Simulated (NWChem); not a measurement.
# C2H3ClNSi (SMILES C[Si](Cl)C#N) at UHF/6-31G(d) (spherical functions)

What is the adiabatic ionisation energy of C2H3ClNSi at UHF/6-31G* (spherical functions)? 

The results are computed with NWChem 7.3.0.

## 1. The structure to begin with

The species is C2H3ClNSi (8 atoms), meant as a doublet with charge 0. As SMILES, `C[Si](Cl)C#N`. The coordinates come from a PBE0-D4/def2-TZVP relaxation. The run starts from this shape.

Bond lengths: C1–Si2 1.857 Å, Si2–Cl3 2.045 Å, Si2–C4 1.842 Å, C4–N5 1.154 Å, C1–H6 1.093 Å, C1–H7 1.091 Å, C1–H8 1.092 Å. Angles: C1–Si2–Cl3 112.0°, C1–Si2–C4 109.8°, Cl3–Si2–C4 107.5°, Si2–C4–N5 174.6°, Si2–C1–H6 109.8°, Si2–C1–H7 110.5°, Si2–C1–H8 109.7°, H6–C1–H7 109.0°, H6–C1–H8 108.9°, H7–C1–H8 109.0°.

## 2. A structure relaxation at UHF/6-31G(d) (spherical functions)

nw.nw reads:

```
start nw
title "C2H3ClNSi optimise"
memory stack 880 mb heap 220 mb global 1100 mb
charge 0

geometry units angstrom
  C     -0.710900    -0.544800     0.782600
  Si     0.598800     0.648200     0.225400
  Cl     2.483200    -0.092800     0.512800
  C      0.405700     0.989300    -1.574400
  N      0.241700     1.298400    -2.674300
  H     -0.600600    -1.491500     0.246800
  H     -0.626000    -0.731800     1.854000
  H     -1.699700    -0.132000     0.571400
end

basis "ao basis" spherical bse
  C library 6-31G*
  Si library 6-31G*
  Cl library 6-31G*
  N library 6-31G*
  H library 6-31G*
end

scf
  doublet
  uhf
  thresh 1e-07
  maxiter 80
  print low
end

driver
  maxiter 60
end

freq
  temp 3 298.15 600 900
end

task scf optimize
task scf frequencies
```

The run is started by

```console
nwchem nw.nw > nw.out
```

What it wrote:

```text
[...]
  functions       =    84
[...]
  wavefunction    = UHF
[...]
         Total SCF energy =   -880.355763568025
[...]
@    0    -880.35576357  0.0D+00  0.03289  0.00706  0.00000  0.00000     67.2
[...]
         Total SCF energy =   -880.356179561528
[...]
@    1    -880.35648128 -7.2D-04  0.00661  0.00214  0.00751  0.01576    169.1
[...]
@    4    -880.35667993 -2.4D-06  0.00011  0.00004  0.00225  0.00608    339.5
[...]
         Total SCF energy =   -880.356680294983
[...]
@    5    -880.35668029 -3.7D-07  0.00009  0.00002  0.00144  0.00302    392.3
[...]
         Total SCF energy =   -880.356680366439
[...]
         Total SCF energy =   -880.356680366439
[...]
                         UHF ENERGY GRADIENTS
    atom               coordinates                        gradient
                 x          y          z           x          y          z
   1 C      -3.838072  -0.235155  -0.617685    0.000001   0.000044  -0.000010
   2 Si     -0.657876  -0.034853   0.931015    0.000014   0.000014  -0.000011
   3 Cl      1.673521  -2.929592  -0.223740    0.000006   0.000005  -0.000007
   4 C       0.886853   2.989239   0.031950    0.000016   0.000012   0.000014
   5 N       1.782172   4.906548  -0.375200   -0.000023  -0.000036   0.000004
   6 H      -3.648873  -0.203346  -2.660770    0.000007  -0.000028   0.000004
   7 H      -4.797685  -1.964620  -0.081915   -0.000015  -0.000002   0.000006
   8 H      -5.001633   1.355773  -0.049614   -0.000008  -0.000009   0.000002
[...]
@    6    -880.35668037 -7.1D-08  0.00004  0.00001  0.00051  0.00126    419.5
[...]
      Optimization converged
[...]
@    6    -880.35668037 -7.1D-08  0.00004  0.00001  0.00051  0.00126    419.5
[...]
         Total SCF energy =   -880.356680366439
      One electron energy =  -1686.177535483374
      Two electron energy =    568.315283460280
 Nuclear repulsion energy =    237.505571656655
                       Sz =      0.5000
                 Sz(Sz+1) =      0.7500
                      S^2 =      0.7726
[...]
 Zero-Point correction to Energy  =   31.457 kcal/mol  (  0.050131 au)
 Thermal correction to Energy     =   51.853 kcal/mol  (  0.082633 au)
 Thermal correction to Enthalpy   =   53.641 kcal/mol  (  0.085482 au)
 Total Entropy                    =  111.921 cal/mol-K
   - Translational                =   45.302 cal/mol-K (mol. weight = 103.9723)
   - Rotational                   =   30.763 cal/mol-K (symmetry #  =        1)
   - Vibrational                  =   35.856 cal/mol-K
 Cv (constant volume heat capacity) =   31.711 cal/mol-K
   - Translational                  =    2.979 cal/mol-K
   - Rotational                     =    2.979 cal/mol-K
   - Vibrational                    =   25.752 cal/mol-K
[...]
 Normal Eigenvalue ||           Projected Infra Red Intensities
  Mode   [cm**-1]  || [atomic units] [(debye/angs)**2] [(KM/mol)] [arbitrary]
 ------ ---------- || -------------- ----------------- ---------- -----------
    1       -0.000 ||    0.002458           0.057         2.396       1.258
    2       -0.000 ||    0.000289           0.007         0.282       0.148
    3       -0.000 ||    0.000257           0.006         0.251       0.132
    4        0.000 ||    0.002197           0.051         2.142       1.124
    5        0.000 ||    0.001134           0.026         1.105       0.580
    6        0.000 ||    0.000565           0.013         0.551       0.289
    7      130.341 ||    0.009797           0.226         9.551       5.013
    8      150.100 ||    0.000889           0.021         0.867       0.455
    9      172.578 ||    0.005485           0.127         5.347       2.807
   10      207.973 ||    0.010181           0.235         9.925       5.210
   11      384.054 ||    0.001314           0.030         1.281       0.672
   12      395.319 ||    0.000725           0.017         0.707       0.371
   13      537.639 ||    0.062114           1.433        60.552      31.786
   14      632.832 ||    0.131040           3.023       127.744      67.057
[...]
```

Run time: 8.5 min. Hardware: 1 thread of AMD EPYC 7R32 (Zen 2), shared host; peak memory 0.16 GiB.

Steps, from the record of the run:

```csv
step,energy from the first frame kept (eV)
0,0.0000
1,-0.0195
2,-0.0242
3,-0.0249
4,-0.0249
5,-0.0249
6,-0.0249
```

After the run. Bond lengths: C1–Si2 1.875 Å, Si2–Cl3 2.060 Å, Si2–C4 1.859 Å, C4–N5 1.140 Å, C1–H6 1.086 Å, C1–H7 1.084 Å, C1–H8 1.085 Å. Angles: C1–Si2–Cl3 111.5°, C1–Si2–C4 109.4°, Cl3–Si2–C4 107.5°, Si2–C4–N5 175.6°, Si2–C1–H6 110.6°, Si2–C1–H7 110.7°, Si2–C1–H8 110.1°, H6–C1–H7 108.5°, H6–C1–H8 108.4°, H7–C1–H8 108.5°.

## 3. The singlet cation: a structure relaxation at HF/6-31G(d) (spherical functions)

sp.nw reads:

```
start sp
memory 2200 mb
charge 1

geometry noautosym
   C     -0.710900    -0.544800     0.782600
   Si     0.598800     0.648200     0.225400
   Cl     2.483200    -0.092800     0.512800
   C      0.405700     0.989300    -1.574400
   N      0.241700     1.298400    -2.674300
   H     -0.600600    -1.491500     0.246800
   H     -0.626000    -0.731800     1.854000
   H     -1.699700    -0.132000     0.571400
end

basis spherical bse
   * library 6-31G*
end

scf
   singlet
   rhf
   thresh 1e-07
   maxiter 80
   print low
end

driver
   maxiter 60
end

freq
   temp 2 298.15 500
end

task scf optimize
task scf frequencies
```

The run is started by

```console
nwchem sp.nw > sp.out
```

What it wrote:

```text
[...]
  functions       =    84
[...]
  wavefunction    = RHF
[...]
         Total SCF energy =   -880.029103159832
[...]
@    0    -880.02910316  0.0D+00  0.03961  0.01350  0.00000  0.00000     30.4
[...]
         Total SCF energy =   -880.044885604025
[...]
@    1    -880.04769405 -1.9D-02  0.08547  0.01756  0.11500  0.25484     71.5
[...]
@   10    -880.07304784 -8.1D-07  0.00045  0.00012  0.00143  0.00465    435.2
[...]
         Total SCF energy =   -880.073048682145
[...]
@   11    -880.07304868 -8.4D-07  0.00031  0.00006  0.00103  0.00249    468.8
[...]
         Total SCF energy =   -880.073048776372
[...]
         Total SCF energy =   -880.073048776372
[...]
                         RHF ENERGY GRADIENTS
    atom               coordinates                        gradient
                 x          y          z           x          y          z
   1 C      -3.090440  -1.750775   1.825864   -0.000015   0.000002  -0.000010
   2 Si     -0.424803  -0.266224   0.186830   -0.000012  -0.000018   0.000024
   3 Cl      3.046223  -0.328362   1.447068    0.000016  -0.000011  -0.000015
   4 C      -0.850820   1.329895  -2.781406   -0.000006   0.000041  -0.000024
   5 N      -1.177336   2.330569  -4.658436    0.000006  -0.000012   0.000023
   6 H      -3.235101  -3.715266   1.223938    0.000013  -0.000006   0.000021
   7 H      -2.808212  -1.724847   3.856273   -0.000001   0.000020   0.000002
   8 H      -4.843385  -0.802631   1.340534   -0.000001  -0.000016  -0.000019
[...]
@   12    -880.07304878 -9.4D-08  0.00003  0.00001  0.00025  0.00076    489.5
[...]
      Optimization converged
[...]
@   12    -880.07304878 -9.4D-08  0.00003  0.00001  0.00025  0.00076    489.5
[...]
         Total SCF energy =   -880.073048776372
      One-electron energy =  -1681.328936656267
      Two-electron energy =    559.961525907711
 Nuclear repulsion energy =    241.294361972184
        Time for solution =      1.0s
[...]
 Zero-Point correction to Energy  =   31.481 kcal/mol  (  0.050168 au)
 Thermal correction to Energy     =   39.422 kcal/mol  (  0.062824 au)
 Thermal correction to Enthalpy   =   40.416 kcal/mol  (  0.064406 au)
 Total Entropy                    =   90.133 cal/mol-K
   - Translational                =   42.384 cal/mol-K (mol. weight = 103.9723)
   - Rotational                   =   29.002 cal/mol-K (symmetry #  =        1)
   - Vibrational                  =   18.747 cal/mol-K
 Cv (constant volume heat capacity) =   23.591 cal/mol-K
   - Translational                  =    2.979 cal/mol-K
   - Rotational                     =    2.979 cal/mol-K
   - Vibrational                    =   17.632 cal/mol-K
[...]
 Normal Eigenvalue ||           Projected Infra Red Intensities
  Mode   [cm**-1]  || [atomic units] [(debye/angs)**2] [(KM/mol)] [arbitrary]
 ------ ---------- || -------------- ----------------- ---------- -----------
    1      -10.539 ||    0.000126           0.003         0.123       0.033
    2       -0.000 ||    0.005090           0.117         4.962       1.353
    3       -0.000 ||    0.014977           0.346        14.601       3.980
    4       -0.000 ||    0.007062           0.163         6.884       1.877
    5       -0.000 ||    0.002156           0.050         2.102       0.573
    6       -0.000 ||    0.000378           0.009         0.368       0.100
    7        0.000 ||    0.009609           0.222         9.367       2.554
    8      128.763 ||    0.013024           0.300        12.697       3.461
    9      170.680 ||    0.017484           0.403        17.044       4.647
   10      208.614 ||    0.007216           0.166         7.034       1.918
   11      326.090 ||    0.011503           0.265        11.213       3.057
   12      395.918 ||    0.007890           0.182         7.692       2.097
   13      544.465 ||    0.028023           0.647        27.318       7.447
   14      749.930 ||    0.154263           3.559       150.383      40.997
[...]
```

It took 9.3 min on 1 thread of AMD EPYC 7R32 (Zen 2), shared host; peak memory 0.14 GiB.

Steps, from the record of the run:

| step | energy from the first frame kept (eV) |
| --- | --- |
| 0 | 0.0000 |
| 1 | -0.5059 |
| 2 | -0.8057 |
| 3 | -1.0722 |
| 4 | -1.1627 |
| 5 | -1.1817 |
| 6 | -1.1890 |
| 7 | -1.1946 |
| 8 | -1.1956 |
| 9 | -1.1958 |
| 10 | -1.1958 |
| 11 | -1.1958 |
| 12 | -1.1958 |

After the run. Bond lengths: C1–Si2 1.833 Å, Si2–Cl3 1.954 Å, Si2–C4 1.798 Å, C4–N5 1.139 Å, C1–H6 1.090 Å, C1–H7 1.085 Å, C1–H8 1.085 Å. Angles: C1–Si2–Cl3 123.7°, C1–Si2–C4 121.2°, Cl3–Si2–C4 115.1°, Si2–C4–N5 178.5°, Si2–C1–H6 108.9°, Si2–C1–H7 110.9°, Si2–C1–H8 110.3°, H6–C1–H7 108.1°, H6–C1–H8 108.2°, H7–C1–H8 110.3°.

## 4. Outcome

At UHF/6-31G* (spherical functions):

| quantity | value |
| --- | --- |
| run 1, UHF/6-31G*: total energy at the end | -880.35668 Eh |
| run 1, UHF/6-31G*: ⟨S²⟩ | 0.773 |
| run 1, UHF/6-31G*: lowest harmonic wavenumber | 130 cm⁻¹ |
| run 1, UHF/6-31G*: highest harmonic wavenumber | 3289 cm⁻¹ |
| run 1, UHF/6-31G*: zero-point energy | 131.6 kJ/mol |
| singlet cation: total energy at the end | -880.07305 Eh |
| singlet cation: lowest harmonic wavenumber | 11i cm⁻¹ (imaginary) |
| singlet cation: highest harmonic wavenumber | 3305 cm⁻¹ |
| adiabatic ionisation energy (to the singlet cation, no zero-point term) | 7.718 eV |

What this shows: The adiabatic ionisation energy (to the singlet cation, no zero-point term) is 7.72 eV (178 kcal/mol). All 18 modes (run 1, UHF/6-31G*) are real, so the shape is a minimum at this level. The optimisation (run 1, UHF/6-31G*) took 7 steps and changed the energy by -0.025 eV. 1 mode (singlet cation) is imaginary (lowest 11i cm⁻¹); so small a value may be numerical noise or a very soft motion. The optimisation (singlet cation) took 13 steps and changed the energy by -1.196 eV.
